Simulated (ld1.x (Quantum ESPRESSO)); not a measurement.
**Copper: generating and testing a PAW potential**

Do these settings give a usable potential? It is generated, then checked for transferability, scattering, ghosts and hardness.

The numbers are computed with ld1.x (Quantum ESPRESSO) 7.5 (PBE, scalar-relativistic, spin-unpolarised reference atom).

**1. The atom and the settings**

The settings as typed:

* element: copper (Cu, Z = 29)
* type: PAW
* frozen core: [Ne]
* valence charge: 19
* reference configuration: 3s2 3p6 3d8 4s0 4p0 (charge +3)
* partial waves: 3s (bound): rcut 0.95, rcutus 1.05 bohr; 4s (bound, empty): rcut 0.95, rcutus 1.05 bohr; 3p (bound): rcut 1.20, rcutus 1.45 bohr; 4p (bound, empty): rcut 1.20, rcutus 1.45 bohr; 3d (bound): rcut 1.05, rcutus 1.40 bohr; 3d channel at -2 Ry: rcut 1.05, rcutus 1.40 bohr
* local potential: all-electron potential smoothed inside 1.40 bohr (lloc = -1)
* core correction: Bessel-smoothed model core inside 0.65 bohr
* augmentation charge: BESSEL, radius 0.90 bohr

**2. Generating the potential**

Cu.in

```
 &input
   title='Cu', zed=29., rel=1, dft='PBE', iswitch=3,
   config='[Ar] 3d8 4s0 4p0',
   nld=3, rlderiv=1.60, eminld=-14.0, emaxld=5.0, deld=0.04
 /
 &inputp
   pseudotype=3, lpaw=.true., tm=.true., lloc=-1, rcloc=1.40,
   nlcc=.true., new_core_ps=.true., rcore=0.65,
   which_augfun='BESSEL', rmatch_augfun=0.90,
   file_pseudopw='Cu.UPF', file_wfcaegen='ae.wfc', file_wfcncgen='nc.wfc', file_beta='beta', file_chi='chi', file_wfcusgen='us.wfc'
 /
6
3S  1  0   2.00   0.00  0.95  1.05  0.0
4S  2  0   0.00   0.00  0.95  1.05  0.0
3P  2  1   6.00   0.00  1.20  1.45  0.0
4P  3  1   0.00   0.00  1.20  1.45  0.0
3D  3  2   8.00   0.00  1.05  1.40  0.0
3D  3  2   0.00  -2.00  1.05  1.40  0.0
 &test
   configts(1)='3s2 3p6 3d8 4s0 4p0'
 /
```

On the command line:

```
ld1.x < Cu.in > Cu.out
```

Output in Cu.out (without the banner and most projector matrices):

```text
     Program LD1 v.7.5
     --------------------------- All-electron run ----------------------------

     Cu
     scalar relativistic calculation

     atomic number is 29.00
     dft =PBE   lsd =0 sic =0 latt =0  beta=0.20 tr2=1.0E-14
     Exchange-correlation= PBE
                           (   1   4   3   4   0   0   0)
     mesh =1199 r(mesh) = 100.25372 a.u. xmin = -7.00 dx = 0.01250
     1 Ry =  13.60569312 eV, c = 137.03599908

     n l     nl                  e(Ry)          e(Ha)          e(eV)
     1 0     1S 1( 2.00)      -653.9784      -326.9892     -8897.8294
     2 0     2S 1( 2.00)       -81.5655       -40.7828     -1109.7552
     2 1     2P 1( 6.00)       -70.8666       -35.4333      -964.1899
     3 0     3S 1( 2.00)       -11.8104        -5.9052      -160.6891
     3 1     3P 1( 6.00)        -8.6585        -4.3292      -117.8049
     3 2     3D 1( 8.00)        -3.5950        -1.7975       -48.9123
     4 0     4S 1( 0.00)        -2.5377        -1.2689       -34.5272
     4 1     4P 1( 0.00)        -1.9154        -0.9577       -26.0599

     final scf error:  8.3E-15 reached in  35 iterations

     Etot =   -3304.666857 Ry,   -1652.333428 Ha,  -44962.283127 eV

     Ekin =    3354.071640 Ry,    1677.035820 Ha,   45634.469445 eV
     Encl =   -7869.973087 Ry,   -3934.986543 Ha, -107076.438703 eV
     Eh   =    1343.644287 Ry,     671.822143 Ha,   18281.211832 eV
     Exc  =    -132.409697 Ry,     -66.204848 Ha,   -1801.525701 eV

     normalization and overlap integrals

     s(1S/1S) =  1.000000  <r> =   0.0521  <r2> =    0.0037  r(max) =   0.0341
     s(2S/2S) =  1.000000  <r> =   0.2352  <r2> =    0.0653  r(max) =   0.1960
     s(2P/2P) =  1.000000  <r> =   0.2064  <r2> =    0.0523  r(max) =   0.1585
     s(3S/3S) =  1.000000  <r> =   0.7053  <r2> =    0.5738  r(max) =   0.6112
     s(3P/3P) =  1.000000  <r> =   0.7364  <r2> =    0.6383  r(max) =   0.6189
     s(3D/3D) =  1.000000  <r> =   0.8563  <r2> =    0.9337  r(max) =   0.5887
     s(4S/4S) =  1.000000  <r> =   2.0651  <r2> =    4.8147  r(max) =   1.8362
     s(4P/4P) =  1.000000  <r> =   2.3856  <r2> =    6.4473  r(max) =   2.1069

     ------------------------ End of All-electron run ------------------------

     --------------------- Generating PAW atomic setup --------------------

      Generating local potential from pseudized AE potential:
      Matching radius rcloc =   1.4000

      Local pseudo, rcloc= 1.395 Estimated cut-off energy=    11.87 Ry

      Computing core charge for nlcc:

       r > 0.65 : true rho core
      Core charge pseudized with two Bessel functions
      Integrated core pseudo-charge :   0.76
      Wfc-us  3S rcutus= 1.059  Estimated cut-off energy=    47.12 Ry
      Wfc-us  4S rcutus= 1.059  Estimated cut-off energy=    94.01 Ry
      Wfc-us  3P rcutus= 1.466  Estimated cut-off energy=    40.48 Ry
      Wfc-us  4P rcutus= 1.466  Estimated cut-off energy=    31.30 Ry
      Wfc-us  3D rcutus= 1.395  Estimated cut-off energy=    60.59 Ry
      Wfc-us  3D rcutus= 1.395  Estimated cut-off energy=    98.32 Ry

     Required augmentation: BESSEL   radius:    0.900000
     Suggested rho cutoff for augmentation: 122.44 Ry

     Estimated PAW energy = -481.577984 Ryd

     The PAW screened D coefficients
     1.51070     1.30488     0.00000     0.00000     0.00000     0.00000
     1.30488     0.40061     0.00000     0.00000     0.00000     0.00000
     0.00000     0.00000    -6.80202    -1.30460     0.00000     0.00000
     0.00000     0.00000    -1.30460     0.08706     0.00000     0.00000
     0.00000     0.00000     0.00000     0.00000    -3.82917    -2.22344
     0.00000     0.00000     0.00000     0.00000    -2.22344    -1.74325

     The PAW descreened D coefficients (US)
    -2.60315    -1.11746     0.00000     0.00000     0.00000     0.00000
    -1.11746    -0.83707     0.00000     0.00000     0.00000     0.00000
     0.00000     0.00000     5.63821     2.81472     0.00000     0.00000
     0.00000     0.00000     2.81472     0.83238     0.00000     0.00000
     0.00000     0.00000     0.00000     0.00000     7.15881     3.07185
     0.00000     0.00000     0.00000     0.00000     3.07185     0.61176

     ------------------- End of pseudopotential generation -------------------

     [... the all-electron block is printed once more ...]


     Computing logarithmic derivative in   1.59038
     Computing logarithmic derivative in   1.59038
     Computing the partial wave expansion
     R is outside the sphere for l=    0 j= 0.00
     R is outside the sphere for l=    0 j= 0.00
     R is outside the sphere for l=    1 j= 0.00
     R is outside the sphere for l=    1 j= 0.00
     R is outside the sphere for l=    2 j= 0.00
     R is outside the sphere for l=    2 j= 0.00

     ---------------------- Testing the pseudopotential ----------------------

     Cu
     scalar relativistic calculation

     atomic number is 29.00   valence charge is 19.00
     dft = SLA  PW   PBX  PBC   lsd =0 sic =0 latt =0  beta=0.20 tr2=1.0E-14
     mesh =1199 r(mesh) = 100.25372 xmin = -7.00 dx = 0.01250

     n l     nl             e AE (Ry)        e PS (Ry)    De AE-PS (Ry)
     1 0     3S   1( 2.00)      -11.81043      -11.81043        0.00000
     2 1     3P   1( 6.00)       -8.65850       -8.65850        0.00000
     3 2     3D   1( 8.00)       -3.59499       -3.59500        0.00001
     2 0     4S   1( 0.00)       -2.53770       -2.53770        0.00000
     3 1     4P   1( 0.00)       -1.91536       -1.91536       -0.00001

     eps = 9.1E-16  iter =  4

     Etot =   -3304.666857 Ry,   -1652.333428 Ha,  -44962.283127 eV
     Etotps =  -481.577993 Ry,    -240.788996 Ha,   -6552.202384 eV

     Ekin =     433.715380 Ry,     216.857690 Ha,    5900.998366 eV
     Encl =   -1078.683222 Ry,    -539.341611 Ha,  -14676.232897 eV
     Ehrt =     295.799538 Ry,     147.899769 Ha,    4024.557739 eV
     Ecxc =    -132.409689 Ry,     -66.204844 Ha,   -1801.525593 eV
     (Ecc =      -1.519182 Ry,      -0.759591 Ha,     -20.669526 eV)

     ---------------------- End of pseudopotential test ----------------------
```

Run time: 1.8 s. Hardware: 1 thread of Neoverse-V2, shared host. (Generation and the later configuration tests together.)

All-electron and pseudo partial waves u(r) = r·R(r), from the program's wave files:

```tsv
r (bohr)	3d AE	3d PS
0.072	0.0540	0.0014
0.145	0.2442	0.0115
0.217	0.4829	0.0370
0.290	0.7036	0.0832
0.362	0.8698	0.1500
0.435	0.9816	0.2371
0.507	1.0415	0.3365
0.580	1.0615	0.4428
0.652	1.0517	0.5442
0.725	1.0213	0.6345
0.798	0.9777	0.7048
0.870	0.9269	0.7496
0.942	0.8722	0.7686
1.015	0.8152	0.7632
1.088	0.7583	0.7371
1.160	0.7035	0.6973
1.232	0.6507	0.6498
1.305	0.5996	0.5997
1.378	0.5513	0.5513
1.450	0.5066	0.5066
1.522	0.4646	0.4646
1.595	0.4251	0.4251
1.668	0.3883	0.3883
1.740	0.3547	0.3547
1.812	0.3237	0.3237
1.885	0.2946	0.2946
```

(Part 1 of 2 ends here.)
